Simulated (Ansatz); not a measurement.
Runs of Ansatz 0.2.0 on Ba2Tl5V3O12. It takes space group P-4 (No. 81, tetragonal). Conventional cell: a = 6.545 Å, b = 6.545 Å, c = 13.575 Å, α = 90.00°, β = 90.00°, γ = 90.00°. Ba (site symmetry 2) has 8 O at 2.82 to 2.88 Å as nearest neighbours. V (site symmetry -4) is surrounded by 4 O at 1.73 Å. Around V (site symmetry -4) lie 4 O at 1.74 Å. Around V (site symmetry -4) lie 4 O at 1.73 Å. Tl (site symmetry 2) has 4 O at 2.65 to 2.67 Å as nearest neighbours. Around Tl (site symmetry 2) lie 4 O at 2.69 Å. Around Tl (site symmetry -4) lie 4 O at 3.29 Å and 4 Tl at 3.30 Å. O (site symmetry 1) is surrounded by 1 V at 1.73 Å. The cell was built by a generator and needn't be a form met in nature.

```csv
task,level,potentials or basis,cell,k mesh,cutoff (eV),points for each segment of the path,gap on the mesh (eV),pressure (GPa),moment (μB),relaxed volume (Å³/atom),largest force (eV/Å)
single point,PBE,Ansatz PAW earlier set,as given,4 × 4 × 2,930,-,0.96,0.0,0.00,-,0.01
band structure,revPBE,Ansatz PAW,as given,4 × 4 × 2,420,10,0.98,1.3,0.00,-,0.18
relaxation of cell and atoms,PBE+D3(BJ)-ATM,Ansatz PAW,relaxed,3 × 3 × 2,420,-,0.80,0.0,0.00,21.33,-
relaxation of cell and atoms,revPBE,Ansatz PAW,relaxed,3 × 3 × 2,420,-,0.67,0.0,0.00,(a),-
single point,PBE,Ansatz PAW,"atoms moved at random, drawn with an rms of 0.05 Å",4 × 4 × 2,420,-,0.90,-0.1,0.00,-,3.61
relaxation of cell and atoms,r2SCAN+rVV10,Ansatz PAW,relaxed,3 × 3 × 2,500,-,1.15,0.0,0.00,(b),0.01
single point,PBE,Ansatz PAW,as given,4 × 4 × 2,420,-,0.96,0.0,0.00,-,-
```

Alike in all rows: spin collinear, ferromagnetic start; smearing fermi-dirac 0.05 eV.

**Question.** Fill in the values left out.

**Answer.** (a) 30.23; (b) 20.17.

Caveats: spin-orbit coupling is left out, which as a rule narrows the gap of such compounds by several tenths of an eV; the starting moments weren't kept; the PAW data sets come from PBE, with cores solved anew for the run's functional, which leaves a small shift of forces and pressure (some runs); odd divisions of the mesh miss points on the zone boundary, where band edges often lie, so the gap on the mesh can be too wide (some runs); the plane-wave basis is chosen anew once the cell has moved, so the energies of steps on either side of that aren't comparable (some runs); the volume moved by over 15 % at a fixed basis, so the end points are rough (some runs); the magnetic or orbital state may not be the lowest (some runs).

A k mesh can miss the band edges, and the runs leave out spin-orbit coupling on Ba, Tl.

The runs don't all hold the same shells in valence.
